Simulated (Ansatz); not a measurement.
**AlBFH₃O: functionals against CCSD(T) at one geometry**

An exercise on one series of results from a longer session: the logs are not shown, and one member is left open.

The runs use Ansatz 0.2.0, Gaussian basis; single points in def2-TZVPP.

Cores are frozen in the correlated methods.

2 further runs of the same task are left out: 2 that didn't finish.

## The starting structure

SMILES `B[O][AlH][F]`, 7 atoms, charge 0, spin multiplicity 1.

Atoms are counted from 1 here; the program's logs count them from 0.

Bond lengths: B1–O2 1.344 Å, B1–H5 1.242 Å, B1–H6 1.179 Å, O2–Al3 1.658 Å, Al3–F4 1.657 Å, Al3–H7 1.525 Å. Angles: O2–B1–H5 118.1°, O2–B1–H6 117.0°, H5–B1–H6 124.6°, B1–O2–Al3 177.4°, O2–Al3–F4 124.2°, O2–Al3–H7 116.4°, F4–Al3–H7 119.2°.

Geometry (Å):

```xyz
7
AlBFH3O
B    -0.4477    1.2974    0.7127
O    -0.0485    0.1566    0.1254
Al    0.4188   -1.2251   -0.6639
F     0.9498   -2.5989    0.0963
H    -0.8099    2.2347   -0.0165
H    -0.3297    1.3663    1.8841
H     0.2395   -1.2355   -2.1786
```

The first run:

run/in.yaml reads:

```yaml
crystal:
  periodic: [false, false, false]
  atoms:
    - {symbol: B, position_ang: [-0.447692, 1.297359, 0.712654]}
    - {symbol: O, position_ang: [-0.048532, 0.156583, 0.125433]}
    - {symbol: Al, position_ang: [0.418819, -1.225121, -0.663921]}
    - {symbol: F, position_ang: [0.949759, -2.598881, 0.096343]}
    - {symbol: H, position_ang: [-0.809904, 2.234656, -0.016492]}
    - {symbol: H, position_ang: [-0.329652, 1.366303, 1.884106]}
    - {symbol: H, position_ang: [0.239469, -1.235471, -2.178594]}
basis:
  gaussian: {orbitals: def2-TZVPP}
hamiltonian: {xc: pbe, dispersion: d4}
output: {forces: true}
```

Run with:

```sh
$ ansatz run in.yaml --threads 2 --pin off --events-out ev --progress --plain --max-ram 3481MiB
```

Steps of the session up to this table: PBE-D4/def2-TZVPP; r2SCAN-D4/def2-TZVPP; PBE0-D4/def2-TZVPP; wB97M-V/def2-TZVPP; CCSD(T)/def2-TZVPP.

One of the session's tables, all rows but one given; the rest of the session is left out.

| method | RMS force component (eV/Å) | angle to CCSD(T) forces (°) | dipole (D) |
| --- | --- | --- | --- |
| PBE-D4 | 0.401 | 20.1 | 0.77 |
| r2SCAN-D4 | ? | ? | ? |
| PBE0-D4 | 0.422 | 16.9 | 0.82 |
| wB97M-V | 0.400 | 10.4 | 0.78 |
| CCSD(T) | 0.412 | reference | 0.75 |

Estimate the missing values for r2SCAN-D4.

The run gave: RMS force component (eV/Å): 0.406; angle to CCSD(T) forces (°): 10.9; dipole (D): 0.73. In the column «RMS force component (eV/Å)» it lies between PBE-D4 (0.401) and CCSD(T) (0.412).
